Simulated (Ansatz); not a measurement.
**AsBFH₂ radical (SMILES F[B][AsH2]): functionals against CCSD(T) at one geometry**

One table from this session's results is given with a row withheld; the runs are named, their logs left out.

Method: single points in def2-TZVPP; program: Ansatz 0.2.0, Gaussian basis.

Correlated methods freeze the cores. Filled d shells of the heavier atoms are correlated. Orbitals are unrestricted.

**Where the work starts**

SMILES `F[B][AsH2]`, 5 atoms, charge 0, spin multiplicity 2.

Atoms are counted from 1 here; the program's logs count them from 0.

Bond lengths: F1–B2 1.272 Å, B2–As3 2.031 Å, As3–H4 1.517 Å, As3–H5 1.503 Å. Angles: F1–B2–As3 119.8°, B2–As3–H4 88.6°, B2–As3–H5 95.5°, H4–As3–H5 86.6°.

As a file:

```
atom     x (Å)     y (Å)     z (Å)
  F1   0.03320  -1.42000   1.57710
  B2   0.57940  -0.51890   0.86460
 As3  -0.57950   0.77190  -0.19250
  H4  -0.62360  -0.24630  -1.31610
  H5   0.55900   1.41240  -0.93630
```

Set-up of the first run:

run/in.yaml reads:

```yaml
crystal:
  periodic: [false, false, false]
  atoms:
    - {symbol: F, position_ang: [0.033200, -1.420000, 1.577100]}
    - {symbol: B, position_ang: [0.579400, -0.518900, 0.864600]}
    - {symbol: As, position_ang: [-0.579500, 0.771900, -0.192500]}
    - {symbol: H, position_ang: [-0.623600, -0.246300, -1.316100]}
    - {symbol: H, position_ang: [0.559000, 1.412400, -0.936300]}
basis:
  gaussian: {orbitals: def2-TZVPP}
magnetization: {spin_polarized: true, initial_magnetization: 1}
correlation: {method: ccsd_t}
scf: {omitted_lower_state_checks: [cluster_reference]}
output: {forces: true}
```

The command line of these runs was not kept.

Among the steps run: CCSD(T)/def2-TZVPP; PBE0-D4/def2-TZVPP; wB97M-V/def2-TZVPP; r2SCAN-D4/def2-TZVPP; PBE-D4/def2-TZVPP; CAM-B3LYP-D4/def2-TZVPP; SPW92/def2-TZVPP.

One table of the session follows, with a row left open; its other results are not shown here.

```
      method  RMS force component (eV/Å)  angle to CCSD(T) forces (°)  dipole (D)
     CCSD(T)                       0.683                    reference        0.47
     PBE0-D4                       0.577                          5.3        0.49
     wB97M-V                       0.610                          1.4        0.49
   r2SCAN-D4                           ?                            ?           ?
      PBE-D4                       0.792                         13.0        0.52
CAM-B3LYP-D4                       0.551                          4.2        0.51
       SPW92                       0.521                         16.7        0.62
```

Q: Estimate the row for r2SCAN-D4 from the others.

**Answer.** RMS force component (eV/Å): 0.661; angle to CCSD(T) forces (°): 4.0; dipole (D): 0.43. In the column «RMS force component (eV/Å)» it lies between wB97M-V (0.610) and CCSD(T) (0.683).
